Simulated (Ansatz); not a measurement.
# BH4SSe: the cost of one run

Program: Ansatz 0.2.0. Level of theory: RKS r2SCAN-D4/def2-SVP. These are calculated values, not measurements.

### 1 The system as given

Bond lengths: B1–Se2 1.852 Å, Se2–S3 2.344 Å, B1–H4 1.165 Å, B1–H5 1.163 Å, S3–H6 1.353 Å, S3–H7 1.352 Å. Angles: B1–Se2–S3 101.4°, Se2–B1–H4 115.9°, Se2–B1–H5 122.3°, H4–B1–H5 121.8°, Se2–S3–H6 99.2°, Se2–S3–H7 98.9°, H6–S3–H7 92.5°.

Structure file:

```xyz
7

B    -1.4845    0.4555   -0.6342
Se   -0.6637   -0.5982    0.6490
S     1.6016   -0.2326    0.1697
H    -2.6489    0.4744   -0.6081
H    -0.8796    1.0675   -1.4161
H     1.9929    0.2902    1.3549
H     2.0822   -1.4569    0.4848
```

### 2 Relaxing end A

The input, input.yaml:

```yaml
crystal:
  periodic: [false, false, false]
  atoms:
    - { symbol: B, position_ang: [-1.4845, 0.45551, -0.63417] }
    - { symbol: Se, position_ang: [-0.66367, -0.59818, 0.64896] }
    - { symbol: S, position_ang: [1.60157, -0.23264, 0.16966] }
    - { symbol: H, position_ang: [-2.64889, 0.47445, -0.60807] }
    - { symbol: H, position_ang: [-0.87955, 1.06749, -1.41605] }
    - { symbol: H, position_ang: [1.99288, 0.29023, 1.35491] }
    - { symbol: H, position_ang: [2.08216, -1.45686, 0.48475] }
total_charge: 1
basis:
  gaussian: { orbitals: def2-SVP }
hamiltonian:
  xc: r2scan
  dispersion: d4
relax:
  f_tol: 0.015
  max_steps: 40
```

Started as:

```bash
ansatz run input.yaml --threads 2 --pin off --max-ram 3072MiB --backend cpu --events-out ev --progress --plain --runs-dir out
```

Q: Estimate wall time and peak memory on 2 threads of Intel Xeon Platinum 8175M at 2.50GHz (Skylake/Cascade Lake), shared host.

About 23 s, with a peak of 0.17 GiB.
